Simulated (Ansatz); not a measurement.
# FGeH4NO2: rotation by 120° about the Ge2–O4 bond, part 2 of 2

How high is the barrier for the rotation by 120° about the Ge2–O4 bond? Relax the two ends, then run a nudged elastic band between them. SMILES of the start: [NH2][Ge]([OH])([OH])[F].

Ansatz 0.2.0; RKS revPBE-D4/def2-SVP. Earlier steps stand in the parts before.

## Step 9: Frequencies at the highest image

The geometry is the highest inner image of the first converged band.

input.yaml

```yaml
crystal:
  periodic: [false, false, false]
  atoms:
    - { symbol: "N", position_ang: [-0.108916, 0.419954, -1.538464] }
    - { symbol: Ge, position_ang: [0.107876, 0.068055, 0.235711] }
    - { symbol: O, position_ang: [0.680328, -1.614078, 0.416713] }
    - { symbol: O, position_ang: [-1.421162, 0.384191, 1.101926] }
    - { symbol: F, position_ang: [1.31412, 1.075836, 1.041365] }
    - { symbol: H, position_ang: [-0.642085, 1.28212, -1.700361] }
    - { symbol: H, position_ang: [0.776055, 0.476482, -2.055386] }
    - { symbol: H, position_ang: [1.251186, -1.672821, 1.207081] }
    - { symbol: H, position_ang: [-1.869101, -0.46604, 1.274414] }
basis:
  gaussian: { orbitals: def2-SVP }
hamiltonian:
  xc: revpbe
  dispersion: d4
phonons: {}
```

Run with:

```
> ansatz run input.yaml --threads 2 --pin off --max-ram 3072MiB --backend cpu --events-out ev --progress --plain --runs-dir out
```

What it wrote, cut to the lines that bear on the results:

```text
Warning: RAYON_NUM_THREADS=2 ignored (pool sized by the plan → 2); use --threads N
[...]
Functional definition: revPBE
[...]
1189 factors; their error is unknown
[...]
mean field -64866.35163392 eV, -2383.7944545542 hartree, gradient 5.3e-5 eV, S^2 0.000000; 0 other end points of the search recorded, 0 dependent functions left out
[...]
reference -64866.35167415 eV, -2383.7944560325 hartree; 34, 34 occupied and 74, 74 virtual orbitals, 1189 factors
[...]
1189 factors; their error is unknown
mean field -64866.35146408 eV, -2383.7944483127 hartree, gradient 1.2e-6 eV, S^2 0.000000; 0 other end points of the search recorded, 0 dependent functions left out
[...]
reference -64866.35150429 eV, -2383.7944497906 hartree; 34, 34 occupied and 74, 74 virtual orbitals, 1189 factors
[...]
1189 factors; their error is unknown
mean field -64866.35150912 eV, -2383.7944499680 hartree, gradient 1.1e-6 eV, S^2 0.000000; 0 other end points of the search recorded, 0 dependent functions left out
[...]
WARN: phonons: modes at or below zero, which the zero-point energy, F, S and C_V leave out: 1, the lowest at -117.74 cm⁻¹. A minimum has none, and a first-order saddle one
[...]
Total energy: -64866.85761653 eV, -2383.8130490720 hartree
Atom 0 at    -0.108916     0.419954    -1.538464 Å, force     0.002161    -0.001182     0.001770 eV/Å
Atom 1 at     0.107876     0.068055     0.235711 Å, force     0.006300     0.007980     0.000299 eV/Å
Atom 2 at     0.680328    -1.614078     0.416713 Å, force     0.000576    -0.002374    -0.001428 eV/Å
Atom 3 at    -1.421162     0.384191     1.101926 Å, force    -0.001540    -0.005029     0.002314 eV/Å
Atom 4 at     1.314120     1.075836     1.041365 Å, force    -0.002306    -0.000592    -0.002714 eV/Å
Atom 5 at    -0.642085     1.282120    -1.700361 Å, force    -0.000091    -0.001968     0.000004 eV/Å
Atom 6 at     0.776055     0.476482    -2.055386 Å, force    -0.002153     0.000816     0.000616 eV/Å
Atom 7 at     1.251186    -1.672821     1.207081 Å, force    -0.001376    -0.001289     0.000359 eV/Å
Atom 8 at    -1.869101    -0.466040     1.274414 Å, force    -0.001571     0.003639    -0.001221 eV/Å
Dipole moment:    -0.013437    -0.106947    -0.142230 e Å
Vibrations: -117.74 174.46 179.83 220.45 236.61 244.49 253.15 312.04 534.23 649.43 689.00 713.60 728.69 878.02 903.66 918.37 1500.40 3446.24 3547.64 3713.54 3718.66 cm⁻¹, zero-point energy 1.460690 eV
```

Wall time 68 s (2 threads of Arm Neoverse V1, shared host); peak memory 0.15 GiB.

Of 21 modes, 1 is imaginary by more than 30 cm⁻¹ (118i cm⁻¹).

## Step 10: Another band, settings changed

crystal.atoms is end A as relaxed above, and neb.final_atoms is end B, turned to lie on A. With 5 inner images the band has 7 in all.

input.yaml

```yaml
crystal:
  periodic: [false, false, false]
  atoms:
    - { symbol: "N", position_ang: [-0.289658, 0.348031, -1.456974] }
    - { symbol: Ge, position_ang: [0.14694, 0.094787, 0.297359] }
    - { symbol: O, position_ang: [1.003267, -1.470853, 0.34614] }
    - { symbol: O, position_ang: [-1.292142, 0.201496, 1.348821] }
    - { symbol: F, position_ang: [1.204087, 1.303285, 1.021308] }
    - { symbol: H, position_ang: [-0.596248, 1.305236, -1.663507] }
    - { symbol: H, position_ang: [0.48209, 0.106666, -2.089801] }
    - { symbol: H, position_ang: [1.432769, -1.587655, 1.214799] }
    - { symbol: H, position_ang: [-2.002805, -0.347294, 0.964855] }
basis:
  gaussian: { orbitals: def2-SVP }
hamiltonian:
  xc: revpbe
  dispersion: d4
neb:
  order_check: false
  images: 5
  f_tol: 0.5
  max_iterations: 60
  initial_path: idpp
  final_atoms:
    - { symbol: "N", position_ang: [-0.14666187, 0.3200519, -1.58963125] }
    - { symbol: Ge, position_ang: [0.02931962, -0.03708886, 0.17759645] }
    - { symbol: O, position_ang: [0.98162975, -1.5406474, 0.30802448] }
    - { symbol: O, position_ang: [-1.61935202, -0.06953345, 0.85917877] }
    - { symbol: F, position_ang: [0.90644228, 1.12797867, 1.19184115] }
    - { symbol: H, position_ang: [-0.70141392, 1.15538769, -1.79934048] }
    - { symbol: H, position_ang: [0.73714125, 0.34370139, -2.10712298] }
    - { symbol: H, position_ang: [1.48922574, -1.53216136, 1.14175893] }
    - { symbol: H, position_ang: [-1.58803082, 0.18601041, 1.80069492] }
```

Run with:

```
> ansatz run input.yaml --threads 2 --pin off --max-ram 3072MiB --backend cpu --events-out ev --progress --plain --runs-dir out
```

What it wrote, cut to the lines that bear on the results:

```text
Warning: RAYON_NUM_THREADS=2 ignored (pool sized by the plan → 2); use --threads N
[...]
Functional definition: revPBE
[...]
1189 factors; their error is unknown
[...]
mean field -64866.36692059 eV, -2383.7950163290 hartree, gradient 6.2e-5 eV, S^2 0.000000; 0 other end points of the search recorded, 0 dependent functions left out
[...]
reference -64866.36696063 eV, -2383.7950178006 hartree; 34, 34 occupied and 74, 74 virtual orbitals, 1189 factors
1189 factors; their error is unknown
[...]
mean field -64866.36908273 eV, -2383.7950957863 hartree, gradient 4.1e-5 eV, S^2 0.000000; 0 other end points of the search recorded, 0 dependent functions left out
[...]
reference -64866.36912265 eV, -2383.7950972533 hartree; 34, 34 occupied and 74, 74 virtual orbitals, 1189 factors
NEB end point (image 0): max|allowed force component| = 9.702e-3 eV/Å (the criterion of neb.relax_end_points is 1.000e-1)
[...]
Total energy: -64866.84564581 eV, -2383.8126091564 hartree
Atom 0 at    -0.059084     0.474884    -1.552369 Å, force     0.010790    -0.025693    -0.087565 eV/Å
Atom 1 at     0.065500     0.052771     0.208319 Å, force    -0.018423    -0.321672     0.114458 eV/Å
Atom 2 at     0.634256    -1.639109     0.370518 Å, force    -0.047470     0.114973    -0.012721 eV/Å
Atom 3 at    -1.513278     0.333391     0.971552 Å, force    -0.141829     0.321572    -0.058720 eV/Å
Atom 4 at     1.237879     1.023483     1.102695 Å, force     0.081612     0.043691     0.067318 eV/Å
Atom 5 at    -0.497325     1.387805    -1.716573 Å, force    -0.018781     0.008235    -0.005097 eV/Å
Atom 6 at     0.854066     0.455087    -2.019224 Å, force     0.013652     0.043977    -0.043292 eV/Å
Atom 7 at     1.216508    -1.703205     1.151730 Å, force     0.023012     0.006648    -0.002242 eV/Å
Atom 8 at    -1.850221    -0.431410     1.466352 Å, force     0.097438    -0.191730     0.027861 eV/Å
Dipole moment:     0.059148    -0.075866    -0.038405 e Å
this run last wrote the band of iteration 3 to <dir>
```

Wall time 43 s (2 threads of Arm Neoverse V1, shared host); peak memory 0.15 GiB.

## Step 11: What the band shows

Images 0 and 6 are the ends. Energies count from image 0; the path length is the program's own measure over all atoms.

| image | path (Å) | energy (eV) | dihedral F5–Ge2–O4–H9 (°) | band force (eV/Å) |
| --- | --- | --- | --- | --- |
| 0 | 0.000 | 0.0000 | 172 | - |
| 1 | 0.337 | 0.0084 | -166 | 0.134 |
| 2 | 0.674 | 0.0249 | -140 | 0.274 |
| 3* | 1.011 | 0.0280 | -109 | 0.335 |
| 4 | 1.347 | 0.0188 | -78 | 0.213 |
| 5 | 1.682 | 0.0058 | -51 | 0.120 |
| 6 | 2.017 | -0.0020 | -26 | - |

The star marks the climbing image.

image, energy (eV) and a bar:
```
        0      0.000 ##
        1      0.008 ##########
        2      0.025 ###########################
        3      0.028 ##############################
        4      0.019 #####################
        5      0.006 ########
        6     -0.002
```

## Step 12: What came out

The summary covers parts 1 to 2.

| quantity | value |
| --- | --- |
| end A | 16 moves, 0.493 eV lower |
| end B | 17 moves, 0.474 eV lower |
| first band: barrier forwards | 0.016 eV |
| first band: barrier backwards | 0.018 eV |
| first band: second end relative to first | -0.002 eV |
| first band: highest image | 2 of 0 to 6, climbing |
| first band: band iterations | 7 |
| imaginary modes at the top | 118i cm⁻¹ |
| second band | top 0.028 eV above image 0, 3 iterations, 5 inner images |
| time, first and second band | 81 s and 43 s |

In the first band: the top lies 0.016 eV above the first end, or 0.6 kT at room temperature. The two ends lie within 3 meV of each other. The listed dihedral goes from 172° at end A through -135° at the highest image to -26° at end B; the relaxed ends differ by 162° in it rather than the 120° set up, and other torsions can move along the band as well. One imaginary mode, as a first-order saddle point has. The second band's top lies 12 meV above the first's. As for the second band: the force threshold is loose, so the band stops early. Zero-point energy and entropy are left out.
